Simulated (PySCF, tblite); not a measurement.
**C₃H₆F₂OSi: geometry, infrared bands and NMR shifts**

What infrared bands and NMR shifts should C₃H₆F₂OSi (`FC(F)[C@H]1CO[SiH2]1`) show?

Programs: tblite 0.8.0 and PySCF 2.14.0, with density-fitted response routines of our own. Each step states its level of theory. These are calculated values for one molecule in the gas phase, unless marked as measured. Atoms are numbered from 0 throughout.

## 1. The molecule as given

13 atoms, charge 0, multiplicity 1; geometry from: force field or distance geometry start.

Bonds of the start (Å): F0–C1 1.36, C1–F2 1.36, C1–C3 1.50, C3–C4 1.54, C4–O5 1.46, O5–Si6 1.66, Si6–C3 1.85, C1–H7 1.08, C3–H8 1.11, C4–H9 1.10, C4–H10 1.10, Si6–H11 1.48, Si6–H12 1.48.

## 2. Relaxing the molecule with GFN2-xTB

Job settings and geometry (Å):

```
{"job": {"kind": "relax", "xc": "GFN2-xTB", "basis": "xTB"}, "charge": 0, "multiplicity": 1}
F     -2.080300     0.324800     1.257400
C     -1.515100    -0.039500     0.077100
F     -2.169400    -1.155800    -0.326100
C     -0.091900    -0.424800     0.344800
C      0.754200    -0.658100    -0.917000
O      1.292100     0.691100    -1.019800
Si     1.045900     1.015000     0.594400
H     -1.651000     0.752500    -0.650500
H      0.015200    -1.235800     1.093400
H      0.180500    -0.921500    -1.820100
H      1.553100    -1.407500    -0.827300
H      2.268800     0.727700     1.382300
H      0.393400     2.332600     0.793700
```

On the command line:

```console
> OMP_NUM_THREADS=1 python probes_run.py task.json out
```

This one command runs all jobs of the session in turn.

**Question.** This job is followed by: GFN2-xTB harmonic vibrations, gas phase; GIAO PBE0/pcSseg-1 NMR shielding, non-relativistic, gas phase. What will the session give for the following? strongest single infrared mode (GFN2-xTB); zero-point energy (GFN2-xTB); 13C shifts against TMS (PBE0/pcSseg-1); 1H shifts against TMS (PBE0/pcSseg-1); 19F shifts against CFCl3 (PBE0/pcSseg-1); 17O shifts against H2O (PBE0/pcSseg-1); 29Si shifts against TMS (PBE0/pcSseg-1).

As calculated:

| quantity | value |
| --- | --- |
| strongest single infrared mode (GFN2-xTB) | 2338 cm⁻¹, 414 km/mol |
| zero-point energy (GFN2-xTB) | 54.4 kcal/mol |
| 13C shifts against TMS (PBE0/pcSseg-1) | 126.1, 72.7, 42.1 ppm |
| 1H shifts against TMS (PBE0/pcSseg-1) | 6.68, 5.83, 5.75, 5.02, 4.77, 3.11 ppm |
| 19F shifts against CFCl3 (PBE0/pcSseg-1) | -124.5, -128.2 ppm |
| 17O shifts against H2O (PBE0/pcSseg-1) | 38.7 ppm |
| 29Si shifts against TMS (PBE0/pcSseg-1) | 12.3 ppm |

What this shows: Over 46 steps the energy fell by 0.313 eV; of the close pairs, C3–Si6 changed most, 1.852 to 1.922 Å. No mode is imaginary among the 33: a minimum at this level. The strongest single mode, at 2338 cm⁻¹, moves mainly H12 and H11. GFN2-xTB is a fitted tight-binding method: band positions and strengths are rough. Its intensities can rank the bands wrongly. H7 (hydrogen on an sp3 CH bonded to 2 F) lies farthest downfield among hydrogen, at 6.68 ppm; its carbon carries F, hence the downfield position. At PBE0/pcSseg-1: Shielding is most anisotropic at F0 (span 168 ppm, paramagnetic term -173 ppm).
